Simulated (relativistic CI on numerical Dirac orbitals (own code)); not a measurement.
# Ne³⁺: one ion under different settings

Aim: see what numerical and physical settings do to the SCF, the total energy and the lowest levels of Ne³⁺.

The numbers are computed with relativistic CI on numerical Dirac orbitals (own code) version 3 (Dirac-Coulomb-Breit CI, KLI orbitals optimised for each configuration, model QED (radiative potential, 1s self-energy scaled to tabulated hydrogen-like ionisation energies), numerical settings as typed), except any that are marked as measured or tabulated.

## Step 1: What is computed

```
ion            : Ne³⁺ (Ne IV)
nuclear charge : 10
electrons      : 7
isotope        : A = 20
```

## Step 2: The usual input

Settings, as recorded:

```ini
atom Ne  Z=10  charge=3  electrons=7
nucleus A=20  rms_radius_fm=3.0055
hamiltonian dirac-coulomb  breit=on  qed=on  c_scale=1
orbitals kli  potential=per-configuration
slater_scale 1
correlation none
mixing on
grid step=0.0125 r_max=19.8
scf mixing=0.4 start=green max_iterations=150 tolerance=2e-08 node_fill=0.05
configurations
  [He] 2s2 2p3
end
```

The run is started by

```bash
> python run_levels.py task.json out
```

The settings of every run stand in task.json; they run in order.

## Step 3: Potential mixing 0.05, start potential bare

Changes to the settings of step 2:

```diff
@@ -8,3 +8,3 @@
 grid step=0.0125 r_max=19.8
-scf mixing=0.4 start=green max_iterations=150 tolerance=2e-08 node_fill=0.05
+scf mixing=0.05 start=bare max_iterations=150 tolerance=2e-08 node_fill=0.05
 configurations
```

## Step 4: End of the grid 59.4, grid step 0.03, start potential bare

Changes to the settings of step 3:

```diff
@@ -7,4 +7,4 @@
 mixing on
-grid step=0.0125 r_max=19.8
-scf mixing=0.05 start=bare max_iterations=150 tolerance=2e-08 node_fill=0.05
+grid step=0.03 r_max=59.4
+scf mixing=0.4 start=bare max_iterations=150 tolerance=2e-08 node_fill=0.05
 configurations
```

## Step 5: Start potential previous, end of the grid 9.9, potential mixing 0.7

Changes to the settings of step 4:

```diff
@@ -7,4 +7,4 @@
 mixing on
-grid step=0.03 r_max=59.4
-scf mixing=0.4 start=bare max_iterations=150 tolerance=2e-08 node_fill=0.05
+grid step=0.0125 r_max=9.9
+scf mixing=0.7 start=previous max_iterations=150 tolerance=2e-08 node_fill=0.05
 configurations
```

## Step 6: Node fill 0, end of the grid 29.7, Breit term off

Settings, as recorded:

```ini
atom Ne  Z=10  charge=3  electrons=7
nucleus A=20  rms_radius_fm=3.0055
hamiltonian dirac-coulomb  breit=off  qed=on  c_scale=1
orbitals kli  potential=per-configuration
slater_scale 1
correlation none
mixing on
grid step=0.0125 r_max=29.7
scf mixing=0.4 start=green max_iterations=150 tolerance=2e-08 node_fill=0
configurations
  [He] 2s2 2p3
end
```

## Step 7: Potential mixing 0.001

Settings, as recorded:

```ini
atom Ne  Z=10  charge=3  electrons=7
nucleus A=20  rms_radius_fm=3.0055
hamiltonian dirac-coulomb  breit=on  qed=on  c_scale=1
orbitals kli  potential=per-configuration
slater_scale 1
correlation none
mixing on
grid step=0.0125 r_max=19.8
scf mixing=0.001 start=green max_iterations=93 tolerance=2e-08 node_fill=0.05
configurations
  [He] 2s2 2p3
end
```

(Steps that only read results are left out.)

Q: Predict the outcome of this session. Wanted: lowest level, usual settings; total energy; first excitation.

**Answer**, as computed:

| setting | total energy less usual (Ha) | largest shift of a level among the lowest eight of both runs, same label and place (cm⁻¹) | SCF iterations | time | lowest level | kind of change |
| --- | --- | --- | --- | --- | --- | --- |
| usual | 0 | 0 | 10 | 0.038 s | 2p3 4S°3/2 | - |
| potential mixing 0.05, start potential bare | 0 | 0 | 15 | 0.042 s | 2p3 4S°3/2 | numerical |
| end of the grid 59.4, grid step 0.03, start potential bare | 3.15e-05 | 0.0134 | 10 | 0.021 s | 2p3 4S°3/2 | numerical |
| start potential previous, end of the grid 9.9, potential mixing 0.7 | 0 | 0 | 8 | 0.036 s | 2p3 4S°3/2 | numerical |
| node fill 0, end of the grid 29.7, Breit term off | -0.016 | 108 | 10 | 0.038 s | 2p3 4S°3/2 | model term |
| potential mixing 0.001 | 0 | 0 | 13 | 0.039 s | 2p3 4S°3/2 | extreme, harmless here |

```
                    quantity         value
lowest level, usual settings    2p3 4S°3/2
                total energy  -124.2200 Ha
            first excitation    44547 cm⁻¹
```

What this shows: Among the runs whose levels can be followed, they move most under «node fill 0, end of the grid 29.7, Breit term off» (model term), by up to 108 cm⁻¹. No visible change in the result comes from «potential mixing 0.05, start potential bare» or «start potential previous, end of the grid 9.9, potential mixing 0.7» or «potential mixing 0.001». Only the listed configurations are in the model. Near neutrality, missing correlation can shift configurations against each other by thousands of cm⁻¹.
